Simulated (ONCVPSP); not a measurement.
# An ONCV potential for nickel, from input to tests

Do these settings give a usable potential? It is generated, then checked for transferability, scattering, ghosts and hardness.

Method: ONCVPSP 4.0.1, PBE, scalar-relativistic.

### Step 1. Starting point

Typed settings, in words:

```
element                 : nickel (Ni, Z = 28)
type                    : optimised norm-conserving Vanderbilt (ONCV)
frozen core             : [Ne]
valence charge          : 18
reference configuration : 3s2 3p6 3d8 4s2
partial waves           : 3s+4s: rc 1.10 bohr, ncon 3, nbas 7, qcut 12.9 1/bohr, 2 projectors; 3p: rc 1.10 bohr, ncon 4, nbas 9, qcut 9.8 1/bohr, 2 projectors, debl 0.7 Ha; 3d: rc 0.75 bohr, ncon 5, nbas 10, qcut 15.5 1/bohr, 2 projectors, debl 3.6 Ha
local potential         : polynomial inside 0.70 bohr (lpopt 5, dvloc0 2 Ha)
core correction         : not asked for
```

The outer shells as boxes (Hund's rule for the drawing; the calculation is spin-unpolarised):

```
[Ne] core
3s [↑↓]
3p [↑↓][↑↓][↑↓]
3d [↑↓][↑↓][↑↓][↑ ][↑ ]
4s [↑↓]
```

The nodes and maxima of the atom's own shells, from an earlier all-electron run, set the scale for the radii.

All-electron outer shells of the reference configuration (PBE, scalar-relativistic, ld1.x):

```csv
shell,level (eV),outermost node (bohr),outermost maximum (bohr)
2p,-844.68,–,0.16
3s,-111.06,0.30,0.64
3p,-71.39,0.27,0.65
3d,-8.87,–,0.63
4s,-5.64,0.92,2.24
4p,-1.22,1.00,3.17
```

### Step 2. Generation

Ni.dat

```
# ATOM AND REFERENCE CONFIGURATION
# atsym  z   nc   nv     iexc    psfile
  Ni 28.00    3    4        4      upf
#
#   n    l    f
    1    0    2.00
    2    0    2.00
    2    1    6.00
    3    0    2.00
    3    1    6.00
    3    2    8.00
    4    0    2.00
#
# PSEUDOPOTENTIAL AND OPTIMIZATION
# lmax
    2
#
#   l,   rc,      ep,       ncon, nbas, qcut
    0    1.10    0.00    3    7   12.90
    1    1.10    0.00    4    9    9.80
    2    0.75    0.00    5   10   15.50
#
# LOCAL POTENTIAL
# lloc, lpopt,  rc(5),   dvloc0
    4    5    0.70    2.00
#
# VANDERBILT-KLEINMAN-BYLANDER PROJECTORs
# l, nproj, debl
    0    2    2.10
    1    2    0.70
    2    2    3.60
#
# MODEL CORE CHARGE
# icmod, fcfact, rcfact
    0    0.00    0.00
#
# LOG DERIVATIVE ANALYSIS
# epsh1, epsh2, depsh
   -6.00    5.00    0.04
#
# OUTPUT GRID
# rlmax, drl
    6.00    0.01
#
# TEST CONFIGURATIONS
# ncnf
    4
# nvcnf
#   n    l    f
    4
    3    0    2.00
    3    1    6.00
    3    2    8.00
    4    0    1.00
#
    4
    3    0    2.00
    3    1    6.00
    3    2    8.00
    4    0    0.00
#
    4
    3    0    2.00
    3    1    6.00
    3    2    7.00
    4    0    0.00
#
    4
    3    0    2.00
    3    1    6.00
    3    2    8.50
    4    0    1.50
#
```

On the command line:

```sh
$ oncvpsp.x < Ni.dat > Ni.out
```

**Question.** What will these runs give? Wanted: cutoffs for 1 and 0.1 mHa per electron, occupied waves; bound ghosts; GHOST(+) flags; largest test error; largest phase difference near zero energy, channels read; projector energies reset by the program.

As calculated:

| quantity | value |
| --- | --- |
| cutoffs for 1 and 0.1 mHa per electron, occupied waves | 190 Ha and 625 Ha |
| bound ghosts | none found |
| GHOST(+) flags | none at low energy |
| largest test error (AE − PS) | -3.1 meV, for 3s2 3p6 3d7 4s0 |
| largest phase difference near zero energy, channels read | 0.000 rad |
| projector energies reset by the program | p: -2.623, 0.250 Ha |

What this shows: The worst unpolarised test, 3s2 3p6 3d7 4s0, is off by 3.1 meV on 64.1 eV; by total energies transferability rates as very good. The potential is very hard: the looser tolerance needs 190 Ha. The tighter tolerance needs 625 Ha, and converged work needs a cutoff nearer that. At the looser tolerance the 3d wave is the slowest; 3s needs 54 Ha. No bound ghost shows below the valence levels. Near zero energy the phases of the channels with partial waves agree within 0.001 rad.
